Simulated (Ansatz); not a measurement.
The system is KZr2.

```
CELL_PARAMETERS angstrom
0.00000 3.57912 3.57912
3.57912 0.00000 3.57912
3.57912 3.57912 0.00000
ATOMIC_POSITIONS crystal
K 0.00000 0.00000 0.00000
Zr 0.25000 0.25000 0.25000
Zr 0.75000 0.75000 0.75000
```

The cell was built by a generator and needn't be a form met in nature.

Base run:

* Program: Ansatz 0.2.0
* Functional: RPBE
* Potentials or basis: Ansatz PAW
* Cutoff: 420 eV
* Density cutoff: 1680 eV
* k mesh: 7 × 7 × 7
* Occupations: fermi-dirac, width 0.05 eV
* Spin: no spin polarisation

Its results: band gap on the k mesh none (metal or under the smearing width); pressure 1.5 GPa.

Problem. The run is repeated on the same cell with these changes: functional from RPBE to LDA. What comes out?

Solution. Band gap on the k mesh none (metal or under the smearing width); pressure -3.7 GPa.

LDA binds more tightly than RPBE, so the same cell stands under less pressure.

Caveats: the PAW data sets come from PBE, with cores solved anew for the run's functional, which leaves a small shift of forces and pressure; the potentials were made for another functional, which shifts forces and pressure (some runs).

Not every run made on this cell is shown here.
